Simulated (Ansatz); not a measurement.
CH7OPSi, SMILES C[SiH](O)P, a single point from an input written key by key

With the Ansatz DFT code, driven from Python.

Input file `input.yaml`:
```yaml
crystal:
  periodic: [false, false, false]
  atoms:
    - { symbol: C, position_ang: [-0.7893, 1.3234, 0.0144] }
    - { symbol: Si, position_ang: [0.4345, 0.1145, -0.4487] }
    - { symbol: O, position_ang: [1.624, -0.0049, 0.6565] }
    - { symbol: P, position_ang: [-0.4265, -1.8763, -0.5409] }
    - { symbol: H, position_ang: [-1.6393, 1.3993, -0.7573] }
    - { symbol: H, position_ang: [-1.2923, 1.1629, 0.9722] }
    - { symbol: H, position_ang: [-0.3739, 2.372, 0.069] }
    - { symbol: H, position_ang: [1.0672, 0.435, -1.7768] }
    - { symbol: H, position_ang: [1.4022, -0.249, 1.6103] }
    - { symbol: H, position_ang: [0.6951, -2.6313, -0.6528] }
    - { symbol: H, position_ang: [-0.6364, -2.1025, 0.8746] }
basis:
  gaussian: { orbitals: def2-SVP }
hamiltonian:
  xc: pbe
```

Notebook, run cell by cell (the value of a cell's last expression is shown):

In [1]:
```python
import ansatz as az
```

In [2]:
```python
session = az.Session.from_deck('input.yaml')
r = session.plan(threads=1).execute().report
```

In [3]:
```python
print('reference energy %16.6f eV' % r['reference_energy_ev'])
print('total energy     %16.6f eV' % r['free_energy_ev'])
print('occupied orbitals outside the frozen core (up, down):', r['n_occupied'], ' frozen:', r['n_frozen'], ' virtual:', r['n_virtual'])
symbols = ['C', 'Si', 'O', 'P', 'H', 'H', 'H', 'H', 'H', 'H', 'H']
field = r['mean_field']
print('<S^2> =', round(abs(field['state']['spin_squared']), 4), ' all-electron relativity setting:', field['relativity'])
print('passes:', field['passes'])
if 'symmetry' in field:
    print('occupied orbitals by irrep:', field['symmetry']['occupied'])
```
```text
reference energy    -20345.247867 eV
total energy        -20345.247867 eV
occupied orbitals outside the frozen core (up, down): [25, 25]  frozen: 0  virtual: [74, 74]
<S^2> = 0.0  all-electron relativity setting: none
passes: {'evaluations': 16, 'products': 11}
occupied orbitals by irrep: [{'A': 25}, {'A': 25}]
```

Caveats:
- Total energies depend on the basis set; only differences at equal settings carry meaning.
- The geometry is a force-field or estimated start, not a minimum of this method, and the basis set is short of its limit.
- Wall time of the script: 2.8 s on 1 thread of Arm Neoverse V1, with other jobs on the host, peak memory 0.17 GiB.

(Lines on the test bed's own set-up are left out of the output.)
